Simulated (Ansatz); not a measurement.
# CH4AlNS: the cost of one run

Method: the settings change from run to run; program: Ansatz 0.2.0, Gaussian basis.

## (1) The geometry

An earlier PBE0-D4 in a triple-zeta def2 set relaxation fixed the geometry.

8 atoms, charge 0, spin multiplicity 1.

Atoms are counted from 1 here; the program's logs count them from 0.

Bond lengths: N1–C2 1.310 Å, N1–H5 1.006 Å, N1–H6 1.012 Å, C2–Al3 1.971 Å, C2–S4 1.685 Å, Al3–S4 2.348 Å, Al3–H7 1.585 Å, Al3–H8 1.585 Å. Angles: C2–N1–H5 120.4°, C2–N1–H6 122.0°, H5–N1–H6 117.6°, N1–C2–Al3 155.6°, N1–C2–S4 125.0°, Al3–C2–S4 79.5°, C2–Al3–S4 44.9°, C2–Al3–H7 116.6°, C2–Al3–H8 116.8°, S4–Al3–H7 115.1°, S4–Al3–H8 115.1°, H7–Al3–H8 123.5°, C2–S4–Al3 55.6°.

## (2) B3LYP5/ANO-RCC-VTZP

in.yaml reads:

```yaml
crystal:
  periodic: [false, false, false]
  atoms:
    - {symbol: N, position_ang: [-0.412123, 1.551320, -0.290959]}
    - {symbol: C, position_ang: [-0.275004, 0.279356, -0.011223]}
    - {symbol: Al, position_ang: [0.703781, -1.420486, 0.177623]}
    - {symbol: S, position_ang: [-1.512021, -0.729355, 0.528970]}
    - {symbol: H, position_ang: [0.375957, 2.090319, -0.609221]}
    - {symbol: H, position_ang: [-1.299894, 2.028892, -0.197866]}
    - {symbol: H, position_ang: [1.567734, -1.600397, 1.494076]}
    - {symbol: H, position_ang: [0.943869, -2.256650, -1.147100]}
basis:
  gaussian: {orbitals: ANO-RCC-VTZP}
hamiltonian: {xc: {name: B3LYP5}}
output: {forces: true}
```

On the command line:

```sh
ansatz run in.yaml --threads 2 --pin off --events-out ev --progress --plain --max-ram 4352MiB
```

Q: Estimate wall time and peak memory on 2 threads of Arm Neoverse V1, shared host.

About 12 s, with a peak of 0.58 GiB.
